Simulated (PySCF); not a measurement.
**Gd(NO3)3: forces at shaken geometries**

How stiff is Gd(NO3)3? Its atoms are displaced at random by several amounts. The species was built from a template and needn't be a known compound.

Computed with PySCF 2.14.0. Level: BP86, Gd lcecp-1-SVP with ECP53, O def2-SVP, N def2-SVP; scalar-relativistic core potentials, no spin–orbit coupling.

4 further runs of the same task are left out: 2 for a known fault of the program, 2 that didn't finish.

**1. Starting geometry**

13 atoms, charge 0, spin multiplicity 1.

Bond lengths: Gd1–O2 2.361 Å, Gd1–O3 2.361 Å, Gd1–N4 2.809 Å, Gd1–O6 2.361 Å, Gd1–O7 2.361 Å, Gd1–N8 2.809 Å, Gd1–O10 2.361 Å, Gd1–O11 2.361 Å, Gd1–N12 2.809 Å, O2–N4 1.308 Å, O3–N4 1.308 Å, N4–O5 1.200 Å, O6–N8 1.308 Å, O7–N8 1.308 Å, N8–O9 1.200 Å, O10–N12 1.308 Å, O11–N12 1.308 Å, N12–O13 1.200 Å. Angles: O2–Gd1–O3 55.2°, O2–Gd1–N4 27.6°, O2–Gd1–O6 100.7°, O2–Gd1–O7 135.3°, O2–Gd1–N8 120.4°, O2–Gd1–O10 100.7°, O2–Gd1–O11 119.3°, O2–Gd1–N12 112.4°, O3–Gd1–N4 27.6°, O3–Gd1–O6 119.3°, O3–Gd1–O7 100.7°, O3–Gd1–N8 112.4°, O3–Gd1–O10 135.3°, O3–Gd1–O11 100.7°, O3–Gd1–N12 120.4°, N4–Gd1–O6 112.4°, N4–Gd1–O7 120.4°, N4–Gd1–N8 120.0° and more.

Coordinates:

```csv
atom,x (Å),y (Å),z (Å)
Gd1,0.00000,0.00000,0.00000
O2,2.09175,-0.17031,1.08095
O3,2.09175,0.17031,-1.08095
N4,2.80884,0.00001,0.00000
O5,4.00901,0.00001,0.00000
O6,-0.89839,1.89666,1.08095
O7,-1.19337,1.72635,-1.08095
N8,-1.40442,2.43252,0.00000
O9,-2.00451,3.47190,0.00000
O10,-1.19337,-1.72636,1.08095
O11,-0.89838,-1.89667,-1.08095
N12,-1.40441,-2.43253,0.00000
O13,-2.00450,-3.47191,0.00000
```

Formal oxidation states: Gd +3. Each metal's 7 4f electrons lie in its core potential, so multiplicities, spins and levels count the valence alone. An earlier session relaxed this geometry at BP86, Gd lcecp-1-SVP with ECP53, O def2-SVP, N def2-SVP (singlet, point group D3).

Its energy there is -876.571091 Eh.

**2. Atoms moved at random, σ = 0.1 Å**

Input file run.py (the lines that set the calculation):

```python
mol = gto.M(atom='''
Gd     0.14525    -0.09932    -0.08491
O      2.06777    -0.11037     1.18972
O      1.98796     0.33897    -1.11427
N      3.05956    -0.09128     0.15400
O      4.03583    -0.12354    -0.07467
O     -0.94107     1.93985     0.92311
O     -1.41686     1.68731    -1.28837
N     -1.34777     2.45807    -0.07784
O     -2.09099     3.49207     0.08207
O     -1.22245    -1.84552     0.98806
O     -0.81492    -1.74001    -1.02004
N     -1.35889    -2.32499     0.05367
O     -2.10342    -3.58123     0.26947''',
    basis={'Gd': 'lcecp-1-SVP', 'O': 'def2-SVP', 'N': 'def2-SVP'},
    ecp={'Gd': 'lcecp-1-SVP'},
    charge=0, spin=0)
mf = dft.RKS(mol, xc='B88,P86')
mf.grids.atom_grid = (50, 194)  # f atoms: unpruned, at least (60, 302)
mf = mf.density_fit()  # fitting sets: Gd AutoAux, O def2-universal-JKFIT, N def2-universal-JKFIT
mf.conv_tol = 1e-08; mf.max_cycle = 55
mf.kernel(dm0)  # dm0: the density of the relaxed state
```

Command:

```
OMP_NUM_THREADS=4 python run.py
```

**3. Atoms moved at random, σ = 0.1 Å**

Input file run.py (the lines that set the calculation):

```python
mol = gto.M(atom='''
Gd     0.00755    -0.02843    -0.07818
O      2.11002     0.00917     1.10769
O      2.05657     0.10832    -0.87969
N      2.70064     0.02235    -0.13806
O      4.10524     0.06291    -0.15167
O     -0.90473     1.87875     0.95645
O     -1.22330     1.67642    -1.09162
N     -1.21567     2.31948    -0.03250
O     -2.00600     3.60237     0.09665
O     -1.26189    -1.77379     1.30996
O     -0.97322    -1.94958    -0.99508
N     -1.43225    -2.51337    -0.05649
O     -1.96297    -3.41460    -0.04745''',
    basis={'Gd': 'lcecp-1-SVP', 'O': 'def2-SVP', 'N': 'def2-SVP'},
    ecp={'Gd': 'lcecp-1-SVP'},
    charge=0, spin=0)
mf = dft.RKS(mol, xc='B88,P86')
mf.grids.atom_grid = (50, 194)  # f atoms: unpruned, at least (60, 302)
mf = mf.density_fit()  # fitting sets: Gd AutoAux, O def2-universal-JKFIT, N def2-universal-JKFIT
mf.conv_tol = 1e-08; mf.max_cycle = 55
mf.kernel(dm0)  # dm0: the density of the relaxed state
```

**4. Atoms moved at random, σ = 0.1 Å**

Input file run.py (the lines that set the calculation):

```python
mol = gto.M(atom='''
Gd    -0.16772     0.19669     0.12051
O      2.10240    -0.21725     1.09806
O      2.13132     0.19377    -1.14846
N      3.01568     0.13906    -0.02488
O      3.84917    -0.11492    -0.05720
O     -0.88544     2.02604     0.98649
O     -1.13212     1.54424    -1.04369
N     -1.42845     2.46746    -0.06691
O     -2.09609     3.41916     0.20457
O     -1.00326    -1.60266     1.15050
O     -0.91005    -2.07772    -1.11998
N     -1.37056    -2.46738    -0.08548
O     -2.10490    -3.50649    -0.01353''',
    basis={'Gd': 'lcecp-1-SVP', 'O': 'def2-SVP', 'N': 'def2-SVP'},
    ecp={'Gd': 'lcecp-1-SVP'},
    charge=0, spin=0)
mf = dft.RKS(mol, xc='B88,P86')
mf.grids.atom_grid = (50, 194)  # f atoms: unpruned, at least (60, 302)
mf = mf.density_fit()  # fitting sets: Gd AutoAux, O def2-universal-JKFIT, N def2-universal-JKFIT
mf.conv_tol = 1e-08; mf.max_cycle = 55
mf.kernel(dm0)  # dm0: the density of the relaxed state
```

Before running it: what results should come out? Wanted: for each run, σ; energy rise; harmonic estimate −½ F·u; largest force component.

**Answer**, as computed:

| σ (Å) | energy rise (eV) | harmonic estimate −½ F·u (eV) | largest force component (eV/Å) |
| --- | --- | --- | --- |
| 0.1 | 9.256 | 9.339 | 33.02 |
| 0.1 | 10.897 | 12.787 | 35.28 |
| 0.1 | 14.120 | 16.656 | 89.77 |

Every displacement raises the energy. For a harmonic well the rise equals −½ F·u; the two differ by at most 18 % here (a move with σ = 0.1 Å), from anharmonicity, the grid and the small forces left at the relaxed point. These are double-zeta-type bases without diffuse functions. Spin–orbit coupling is left out.
